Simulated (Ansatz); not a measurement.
What does this script print? It uses the Python package of Ansatz (0.2.0).

The script, `ch4bbrsi_freq.py`:
```python
# -*- coding: utf-8 -*-
import itertools

import ansatz as az
from ase.data import atomic_numbers, covalent_radii
import numpy as np

GEOMETRY = """
Br   -2.12100    1.55060   -0.64080
Si   -0.15920    0.59640   -0.84690
B     0.43690    0.10970    1.02150
C     0.10170   -0.95880   -0.03080
H     0.97620    1.27680   -1.50940
H     0.84820    0.41990    2.11260
H     0.89510   -1.59220   -0.38830
H    -0.88560   -1.45940    0.22640
"""

system = az.Crystal.molecule()
for line in GEOMETRY.strip().splitlines():
    symbol, *xyz = line.split()
    system = system.atom(symbol, [float(v) for v in xyz])

setup = (
    system.calculation()
    .basis(gaussian="def2-SVP")
    .functional("hf")
    .accuracy("medium")
)
symbols = [site.symbol for site in system.cartesian_sites]
start = np.array([site.position_ang for site in system.cartesian_sites], dtype=float)
def progress(event):
    if event["event"] == "relax_step":
        row = event["data"]
        print(f"step {row['step']:3d}  E = {row['lagrangian_ev']:.6f} eV  largest force component {row['allowed_force_max_ev_ang']:.4f} eV/A")


summary = setup.relax(force_tolerance=0.003).session().plan().execute(on_event=progress).report
end = np.array(summary["positions_ang"])

radius = [covalent_radii[atomic_numbers[s]] for s in symbols]
span = lambda where, i, j: np.linalg.norm(where[i] - where[j])
bonded = [(i, j) for i, j in itertools.combinations(range(len(symbols)), 2) if min(span(start, i, j), span(end, i, j)) < 1.2 * (radius[i] + radius[j])]
print("pair        before    after (A)")
for i, j in bonded:
    print(f"{symbols[i]}{i}-{symbols[j]}{j}".ljust(10), f"{span(start, i, j):8.4f} {span(end, i, j):8.4f}")

minimum = az.Crystal.molecule()
for symbol, place in zip(symbols, end):
    minimum = minimum.atom(symbol, place.tolist())
vibrating = (
    minimum.calculation()
    .basis(gaussian="def2-SVP")
    .functional("hf")
    .accuracy("medium")
    .phonons(temperatures=(100, 500, 100))
)
vib = vibrating.run(threads=1, pin="off").report["vibrations"]
sums = vib["harmonic_sums"]
modes = [m["omega_inv_cm"] for m in sums["modes_at_gamma"] if m["rigid_motion"] == "no"]
print("frequencies (1/cm):", " ".join(f"{w:.0f}" for w in modes))
print("imaginary modes:", sum(w < 0 for w in modes), " zero-point energy:", round(sums["zero_point_energy_ev"], 4), "eV")
print("T (K)   F_vib (eV)   S_vib (meV/K)   C_vib (meV/K)")
for row in zip(sums["temperatures_k"], sums["vibrational_free_energy_ev"], vib["entropy_ev_per_k"], vib["heat_capacity_ev_per_k"]):
    print(f"{row[0]:6.1f} {row[1]:11.4f} {1000 * row[2]:13.4f} {1000 * row[3]:15.4f}")

heavier = vibrating.phonons(masses={"H": 2.014102}).run(threads=1, pin="off").report["vibrations"]["harmonic_sums"]
print("deuterated (1/cm):", " ".join(f"{m['omega_inv_cm']:.0f}" for m in heavier["modes_at_gamma"] if m["rigid_motion"] == "no"))
print("zero-point energy falls by", round(sums["zero_point_energy_ev"] - heavier["zero_point_energy_ev"], 4), "eV")
```

```console
$ python ch4bbrsi_freq.py
step   1  E = -79612.512839 eV  largest force component 3.1636 eV/A
step   2  E = -79613.318095 eV  largest force component 1.4031 eV/A
step   3  E = -79613.464076 eV  largest force component 1.4449 eV/A
step   4  E = -79613.471673 eV  largest force component 1.3146 eV/A
step   5  E = -79613.520749 eV  largest force component 0.4441 eV/A
step   6  E = -79613.531813 eV  largest force component 0.0887 eV/A
step   7  E = -79613.533725 eV  largest force component 0.0702 eV/A
step   8  E = -79613.540268 eV  largest force component 0.1637 eV/A
step   9  E = -79613.538677 eV  largest force component 0.4690 eV/A
step  10  E = -79613.549891 eV  largest force component 0.1704 eV/A
step  11  E = -79613.553230 eV  largest force component 0.2864 eV/A
step  12  E = -79613.557221 eV  largest force component 0.1993 eV/A
step  13  E = -79613.558836 eV  largest force component 0.1146 eV/A
step  14  E = -79613.560729 eV  largest force component 0.0473 eV/A
step  15  E = -79613.561880 eV  largest force component 0.0721 eV/A
step  16  E = -79613.562402 eV  largest force component 0.0563 eV/A
step  17  E = -79613.562595 eV  largest force component 0.0152 eV/A
step  18  E = -79613.562603 eV  largest force component 0.0108 eV/A
step  19  E = -79613.562610 eV  largest force component 0.0014 eV/A
pair        before    after (A)
Br0-Si1      2.1913   2.2355
Si1-B2       2.0207   1.9384
Si1-C3       1.7756   1.9133
Si1-H4       1.4802   1.4670
B2-C3        1.5367   1.5462
B2-H5        1.2066   1.1901
C3-H6        1.0763   1.0973
C3-H7        1.1364   1.0869
frequencies (1/cm): 120 181 282 404 521 661 707 780 803 904 929 1054 1125 1479 2399 2804 3182 3313
imaginary modes: 0  zero-point energy: 1.3421 eV
T (K)   F_vib (eV)   S_vib (meV/K)   C_vib (meV/K)
 100.0      1.3396        0.0833          0.1560
 200.0      1.3230        0.2521          0.3570
 300.0      1.2886        0.4361          0.5603
 400.0      1.2357        0.6210          0.7257
 500.0      1.1647        0.7969          0.8498
deuterated (1/cm): 106 156 232 378 411 541 579 599 621 741 763 880 975 1183 1728 2087 2319 2455
zero-point energy falls by 0.3036 eV
```

What to keep in mind:
- The settings weren't tested for convergence.
- The frequencies are harmonic and unscaled, in a modest basis. The result belongs to the one conformer reached from this start, and soft torsions count as harmonic oscillators.
- Finished in 4 min on 1 thread of Arm Neoverse V1, with other jobs on the host, peak memory 0.27 GiB.

(A comment or docstring line of the script was reworded after the run, the code is as it ran; lines on the test bed's own set-up are left out of the output.)
